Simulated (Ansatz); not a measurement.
# K: further runs on the relaxed cell

The task here is to estimate one member of a computed series from the others.

The COD entry's cell or inner coordinates are ideal or old and differ from later refinements, so a difference from it is no clean test against experiment.

Computed with Ansatz 0.2.0 (DFT PBEsol, scalar-relativistic, plane waves, PAW, unless a step's input says otherwise).

1 further run of the same task is left out (set aside as unsound or not needed).

## The structure to begin with

It takes space group Im-3m (No. 229, cubic). Conventional cell: a = 5.225 Å, b = 5.225 Å, c = 5.225 Å, α = 90.00°, β = 90.00°, γ = 90.00°.

As a file:

```
CELL_PARAMETERS angstrom
-2.61250 2.61250 2.61250
2.61250 -2.61250 2.61250
2.61250 2.61250 -2.61250
ATOMIC_POSITIONS crystal
K 0.00000 0.00000 0.00000
```

It is the result of an earlier relaxation at this level (volume 71.32 Å³/atom; gap on the mesh: none (metal)).

Set-up of the first run:

Input file input.yaml:

```yaml
crystal:
  lattice:
    - [-2.6125, 2.6125, 2.6125]
    - [2.6125, -2.6125, 2.6125]
    - [2.6125, 2.6125, -2.6125]
  atoms:
    - { symbol: K, position: [0.0, 0.0, 0.0] }
basis:
  ecutwfc: 420
kpoints:
  mp_grid: { grid: [12, 12, 12] }
  band_path:
    path:
      - [[0.0, 0.0, 0.0], [0.5, -0.5, 0.5], [0.0, 0.0, 0.5], [0.0, 0.0, 0.0], [0.25, 0.25, 0.25], [0.5, -0.5, 0.5]]
      - [[0.25, 0.25, 0.25], [0.0, 0.0, 0.5]]
    npoints: 14
hamiltonian:
  xc: pbesol
scf:
  occupations: { method: gaussian, width: 0.1 }
  n_extra_bands: 6
output:
  forces: true
  stress: true
  eigenvalues: true
  populations: true
  dos: { projected: true, de: 0.02, nscf_kmesh: { grid: [18, 18, 18] } }
  bader: true
  write_density: true
  write_potential: true
  elf: true
  volumetric_format: npy
```

On the command line:

```
> ansatz run input.yaml --threads 1 --pin off --max-ram 2560MiB --backend cpu --events-out ev --progress --plain --runs-dir out
```

Among the steps run: Electronic structure at the relaxed geometry; Volume × 0.97; Point at V/V0 = 1.03; Point at V/V0 = 0.94; The cell scaled to 1.06 of its volume.

One table of the session follows, with a row left open; its other results are not shown here.

It belongs to the step «Equation of state». 

| volume (Å³/atom) | energy above the lowest point (meV/atom) | pressure (GPa) |
| --- | --- | --- |
| 67.044 | 2.6 | 0.23 |
| 69.183 | ? | ? |
| 71.323 | 0.0 | -0.02 |
| 73.463 | 1.0 | -0.12 |
| 75.602 | 3.2 | -0.21 |

**Question.** Estimate the row for volume (Å³/atom) = 69.183.

Worked estimate for «energy above the lowest point (meV/atom)». A straight line through the neighbours (67.044, 2.6) and (71.323, 0.0) gives 2.6 + (0.0 − 2.6) × (69.183 − 67.044) / (71.323 − 67.044) = 1.3; a parabola fitted to 3 rows on both sides gives 0.5.

As computed: energy above the lowest point (meV/atom): 0.5; pressure (GPa): 0.10. In «energy above the lowest point (meV/atom)» the line misses by +0.8 and the parabola by 0.0.

Caveats from the session: The projections leave out shells that the potentials don't hold, such as empty d states.
